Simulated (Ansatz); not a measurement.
# TiAl2: a line through a two-coordinate scan

How does the energy of TiAl₂ (Cmmm, No. 65; 6 atoms in the cell) vary with stretch along c over the lengths across it, at volume per atom = 13.91 Å³?

Method: DFT LDA, scalar-relativistic, plane waves, PAW, in Ansatz 0.2.0.

18 further runs of the same task are left out: 1 for a known fault of the program, 17 set aside as unsound or not needed.

## (1) The system as given

It takes space group Cmmm (No. 65, orthorhombic). The conventional cell has a = 3.863 Å, b = 11.946 Å, c = 3.931 Å, α = 90.00°, β = 90.00°, γ = 90.00°. Ti (site symmetry m2m) is surrounded by 10 Al at 2.68 to 2.83 Å and 2 Ti at 2.96 Å. Al (site symmetry mmm) has 4 Ti at 2.68 Å and 8 Al at 2.76 to 2.85 Å as nearest neighbours. Al (site symmetry m2m) has 6 Al at 2.67 to 2.85 Å and 6 Ti at 2.76 to 2.83 Å as nearest neighbours. Al (site symmetry mmm) has 4 Ti at 2.71 Å and 8 Al at 2.76 to 2.83 Å as nearest neighbours.

Structure file:

```xyz
6
Lattice="1.9317 -5.9732 0.0000 1.9317 5.9732 0.0000 0.0000 0.0000 3.9311" Properties=species:S:1:pos:R:3 pbc="T T T"
Ti    1.9317   -1.8643    0.0000
Ti    1.9317    1.8643    0.0000
Al    0.0000    0.0000    0.0000
Al    1.9317   -3.9062    1.9655
Al    1.9317    3.9062    1.9655
Al    1.9317    0.0000    1.9655
```

This cell was relaxed beforehand with the same method: volume 15.12 Å³/atom, gap on the mesh none (metal).

## (2) The scan

The energy is mapped over volume and the cell's shape.

First coordinate, volume per atom: 7 values from 13.30 to 16.93 Å³. Second coordinate, stretch along c over the lengths across it, relative to the relaxed cell: 7 values from 0.923 to 1.083.

Nothing else is relaxed (fractional coordinates fixed). Energies count from the relaxed crystal. Points are written as (first, second).

## (3) The run at (13.91 Å³, 0.923)

input.yaml

```yaml
crystal:
  lattice:
    - [1.9296394285, -5.9666524151, 0.0]
    - [1.9296394285, 5.9666524151, 0.0]
    - [0.0, 0.0, 3.6244447281]
  atoms:
    - { symbol: Ti, position: [0.6560576955, 0.3439423045, 0.0] }
    - { symbol: Ti, position: [0.3439423045, 0.6560576955, 0.0] }
    - { symbol: Al, position: [0.0, 0.0, 0.0] }
    - { symbol: Al, position: [0.8269820961, 0.1730179039, 0.5] }
    - { symbol: Al, position: [0.1730179039, 0.8269820961, 0.5] }
    - { symbol: Al, position: [0.5, 0.5, 0.5] }
basis:
  ecutwfc: 520.0
kpoints:
  mp_grid: { grid: [12, 12, 12] }
hamiltonian:
  xc: lda
  pseudopotentials: { kind: paw, azcp: { folder: soft_1 } }
scf:
  occupations: { method: gaussian, width: 0.15 }
output:
  forces: true
  stress: true
  eigenvalues: true
```

Launch:

```console
$ ansatz run input.yaml --threads 4 --pin off --max-ram 8192MiB --backend cpu --events-out ev --progress --plain --runs-dir out
```

Further runs follow: the other points of the line.

Before running it: what results should come out? Wanted: for each run, stretch along c over the lengths across it, relative to the relaxed cell; energy; slope; pressure; largest force on an atom.

**Answer**, as computed:

| stretch along c over the lengths across it, relative to the relaxed cell | step | energy (meV/atom) | slope (meV/atom per unit) | pressure (GPa) | largest force on an atom (eV/Å) |
| --- | --- | --- | --- | --- | --- |
| 0.923 | 3 | 68 | −678 | 11.90 | 0.09 |
| 0.948 | 4 | 53 | −462 | 11.88 | 0.06 |
| 0.974 | 5 | 45 | −221 | 11.89 | 0.10 |
| 1.000 | – | 42 | 35 | 11.97 | 0.13 |
| 1.027 | 6 | 47 | 294 | 12.13 | 0.20 |
| 1.055 | – | 58 | 548 | 12.37 | 0.33 |
| 1.083 | 7 | 78 | 796 | 12.70 | 0.48 |

Energies count from the relaxed crystal. Rows without a step come from runs not printed here or follow by symmetry. Slopes come from the forces (and the stress, where the cell changes), not from differences of energies.

The lowest point of the line is at 1.000, 42 meV/atom from the zero. A fit to energies and slopes at the lowest point and its two neighbours puts the minimum at 0.9963, with a curvature of about 9700 meV/atom per (unit)². The highest point computed, at 1.083, lies 35 meV/atom above the lowest. This is one cut through a surface in two coordinates; the map's lowest point lies off it.
